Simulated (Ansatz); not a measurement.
# ScH3: the cost of one run

Program: Ansatz 0.2.0. Level of theory: DFT PBEsol, scalar-relativistic, plane waves, PAW. These are calculated values, not measurements.

1 further run of the same task is left out (set aside as unsound or not needed).

## 1. The structure to begin with

Symmetry: P6_3/m, No. 176, hexagonal system. Conventional cell: a = 5.141 Å, b = 5.141 Å, c = 3.192 Å, α = 90.00°, β = 90.00°, γ = 120.00°. Sc (site symmetry -6) is surrounded by 9 H at 2.02 to 2.05 Å. H (site symmetry m) is surrounded by 3 Sc at 2.02 to 2.05 Å.

As a file:

```cif
data_structure
_symmetry_space_group_name_H-M 'P6_3/m'
_symmetry_Int_Tables_number 176
_cell_length_a 5.1407
_cell_length_b 5.1407
_cell_length_c 3.1920
_cell_angle_alpha 90.000
_cell_angle_beta 90.000
_cell_angle_gamma 120.000
_cell_volume 73.05
loop_
_atom_site_label
_atom_site_type_symbol
_atom_site_symmetry_multiplicity
_atom_site_Wyckoff_symbol
_atom_site_fract_x
_atom_site_fract_y
_atom_site_fract_z
_atom_site_occupancy
Sc1 Sc 2 d 0.33333 0.66667 0.75000 1
H1 H 6 h 0.68248 0.09199 0.75000 1
```

The cell was relaxed beforehand at this level, from a database cell with other species swapped in; it is a trial structure. At a tolerance of 0.02 Å it has space group P6_3/m (No. 176); it has 9.13 Å³/atom, an uncorrected energy of -0.50 eV/atom over the elements and, on its mesh, gap 2.43 eV.

## 2. The same geometry with PBEsol

Contents of input.yaml:

```yaml
crystal:
  lattice:
    - [5.140698193, 0.0, 0.0]
    - [-2.5703490965, 4.4519752283, 0.0]
    - [0.0, 0.0, 3.1920443929]
  atoms:
    - { symbol: Sc, position: [0.3333333333, 0.6666666667, 0.75] }
    - { symbol: Sc, position: [0.6666666667, 0.3333333333, 0.25] }
    - { symbol: H, position: [0.6824805546, 0.0919934852, 0.75] }
    - { symbol: H, position: [0.4095129306, 0.3175194454, 0.75] }
    - { symbol: H, position: [0.3175194454, 0.9080065148, 0.25] }
    - { symbol: H, position: [0.5904870694, 0.6824805546, 0.25] }
    - { symbol: H, position: [0.9080065148, 0.5904870694, 0.75] }
    - { symbol: H, position: [0.0919934852, 0.4095129306, 0.25] }
basis:
  ecutwfc: 420
kpoints:
  mp_grid: { grid: [6, 6, 8] }
  band_path:
    path:
      - [[0.0, 0.0, 0.0], [0.5, 0.0, 0.0], [0.33333333, 0.33333333, 0.0], [0.0, 0.0, 0.0], [0.0, 0.0, 0.5], [0.5, 0.0, 0.5], [0.33333333, 0.33333333, 0.5], [0.0, 0.0, 0.5]]
      - [[0.5, 0.0, 0.5], [0.5, 0.0, 0.0]]
      - [[0.33333333, 0.33333333, 0.5], [0.33333333, 0.33333333, 0.0]]
    npoints: 14
hamiltonian:
  xc: pbesol
scf:
  occupations: { method: gaussian, width: 0.02 }
  n_extra_bands: 20
output:
  forces: true
  stress: true
  eigenvalues: true
  populations: true
  dos: { projected: true, de: 0.02, nscf_kmesh: { grid: [9, 9, 12] } }
  bader: true
  write_density: true
  write_potential: true
  elf: true
  volumetric_format: npy
```

Command:

```bash
ansatz run input.yaml --threads 1 --pin off --max-ram 2048MiB --backend cpu --events-out ev --progress --plain --runs-dir out
```

**Question.** How long does this run take on 1 thread of Arm Neoverse V2, shared host, and how much memory does it need?

About 48 s, with a peak of 0.42 GiB.
